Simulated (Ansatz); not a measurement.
# Cr (Chromium): the cost of one run

All numbers are computed with Ansatz 0.2.0, driven from Python. The levels of theory stand in the script.

## (1) Starting point

Symmetry: Im-3m, No. 229, cubic system. Conventional cell: a = 2.884 Å, b = 2.884 Å, c = 2.884 Å, α = 90.00°, β = 90.00°, γ = 90.00°. Around Cr (site symmetry m-3m) lie 8 Cr at 2.50 Å.

The script holds or builds the structure itself.

## (2) The script

run_lattice.py reads:

```python
"""How the lattice of Cr depends on the functional."""

from dataclasses import dataclass

import ansatz as az
import numpy as np


@dataclass
class Options:
    kmesh: tuple[int, ...] = (14, 14, 14)
    occupations: str = "fermi_dirac"
    smearing_width: float = 0.05
    ecut: int = 550
    force_tol: float = 0.03


cfg = Options()

def edges_and_angles(cell):
    cell = np.asarray(cell)
    a, b, c = np.linalg.norm(cell, axis=1)
    cosines = cell[1] @ cell[2] / (b * c), cell[0] @ cell[2] / (a * c), cell[0] @ cell[1] / (a * b)
    return (a, b, c, *np.degrees(np.arccos(cosines)))


def main() -> None:
    vectors = np.array([
        [-1.44195, 1.44195, 1.44195],
        [1.44195, -1.44195, 1.44195],
        [1.44195, 1.44195, -1.44195],
    ])
    cell = (
        az.Lattice.of(vectors)
        .atom("Cr", [0.0, 0.0, 0.0])
        .moments(Cr=3)
    )

    model = (
        cell.calculation()
        .kpoints(*cfg.kmesh)
        .occupations(cfg.occupations, width=cfg.smearing_width)
        .spin("collinear")
        .basis(cfg.ecut)
        .relax(cell=True, force_tolerance=cfg.force_tol)
    )

    levels = [("revpbe", "d3bj"), ("rpbe", "none"), ("pbe", "d3bj"), ("lda", "none")]
    print("level            a       b       c    alpha   beta  gamma  V/atom  steps")
    for name, dispersion in levels:
        seen = []
        run = model.functional(name, dispersion=dispersion).session().plan()
        result = run.execute(on_event=lambda e: seen.append(e) if e["event"] == "relax_step" else None)
        cell = result.lattice.cell_ang
        label = name if dispersion == "none" else f"{name}+{dispersion}"
        print("{:13s} {:7.4f} {:7.4f} {:7.4f} {:6.2f} {:6.2f} {:6.2f}".format(label, *edges_and_angles(cell)), f"{abs(np.linalg.det(cell)) / len(result.lattice.sites):7.3f} {len(seen):5d}")


if __name__ == "__main__":
    main()
```

## (3) The input behind the calls

The engine receives this input (first run):

```yaml
crystal:
  lattice:
    - [-1.44195, 1.44195, 1.44195]
    - [1.44195, -1.44195, 1.44195]
    - [1.44195, 1.44195, -1.44195]
  atoms:
    - { symbol: Cr, position: [0.0, 0.0, 0.0] }
basis:
  ecutwfc: 550.0
kpoints:
  mp_grid:
    grid: [14, 14, 14]
hamiltonian:
  xc: revpbe
  dispersion: d3bj
magnetization:
  spin_polarized: true
  per_species:
    Cr: 3.0
scf:
  occupations:
    method: fermi_dirac
    width: 0.05
relax:
  f_tol: 0.03
  cell: {}
```

## (4) The run

Run with:

```console
$ python run_lattice.py
```

**Question.** How long does this script take on 1 thread of Arm Neoverse V2, shared host, and how much memory does it need?

About 53 s, with a peak of 0.4 GiB.
